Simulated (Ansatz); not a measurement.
**F2H5NOSi: a nudged elastic band, and a look at its input**

A nudged elastic band is wanted. The input is run as typed. The step meant is a four-centre ligand exchange at charge 0 and multiplicity 1, which changes Si1–N7, O2–H6, Si1–O2, H6–N7.

The runs use Ansatz 0.2.0, Gaussian basis; PBE0-D4/def2-SVP.

### Step 1. The structure

```
atom     x (Å)     y (Å)     z (Å)
 Si1   0.67313   0.37888   0.31279
  O2   0.64056  -1.26232   0.50961
  F3  -0.28530   1.25809   1.25926
  F4   2.06872   0.67138   1.10136
  H5   1.04489   0.99358  -0.97829
  H6  -0.99417  -0.66400  -1.47690
  N7  -1.15801  -0.05371  -0.68426
  H8   1.40597  -1.57240   0.99920
  H9  -1.77238  -0.53734  -0.03790
 H10  -1.62342   0.78774  -1.00485
```

### Step 2. The run

run/in.yaml

```yaml
crystal:
  periodic: [false, false, false]
  atoms:
    - {symbol: Si, position_ang: [0.673127, 0.378880, 0.312794]}
    - {symbol: O, position_ang: [0.640564, -1.262322, 0.509610]}
    - {symbol: F, position_ang: [-0.285300, 1.258093, 1.259255]}
    - {symbol: F, position_ang: [2.068719, 0.671375, 1.101363]}
    - {symbol: H, position_ang: [1.044895, 0.993582, -0.978294]}
    - {symbol: H, position_ang: [-0.994167, -0.663998, -1.476905]}
    - {symbol: N, position_ang: [-1.158007, -0.053711, -0.684264]}
    - {symbol: H, position_ang: [1.405972, -1.572400, 0.999195]}
    - {symbol: H, position_ang: [-1.772381, -0.537339, -0.037904]}
    - {symbol: H, position_ang: [-1.623423, 0.787741, -1.004849]}
basis:
  gaussian: {orbitals: def2-SVP}
hamiltonian: {xc: pbe0, dispersion: d4}
neb:
  images: 5
  climbing: true
  max_iterations: 30
  initial_path: idpp
  climb: true
  final_atoms:
    - {symbol: Si, position_ang: [0.196378, 1.121115, 0.345452]}
    - {symbol: O, position_ang: [0.937272, -2.058297, -0.704142]}
    - {symbol: F, position_ang: [-0.261462, 2.521492, 0.938344]}
    - {symbol: F, position_ang: [0.823557, 0.345561, 1.579555]}
    - {symbol: H, position_ang: [1.191649, 1.362122, -0.703943]}
    - {symbol: H, position_ang: [0.141924, -1.535775, -0.534153]}
    - {symbol: N, position_ang: [-1.086986, 0.175998, -0.247515]}
    - {symbol: H, position_ang: [1.324379, -2.201330, 0.162483]}
    - {symbol: H, position_ang: [-1.859405, -0.068516, 0.354739]}
    - {symbol: H, position_ang: [-1.407307, 0.337531, -1.190820]}
```

Started as:

```console
$ ansatz run in.yaml --threads 4 --pin off --events-out ev --progress --plain --max-ram 9574MiB
```

**Question.** What will these runs give? Wanted: this run.

**Answer**, as computed:

| quantity | value |
| --- | --- |
| this run | refused |
| fault | misspelt key |

The block holds a key that the program does not know.
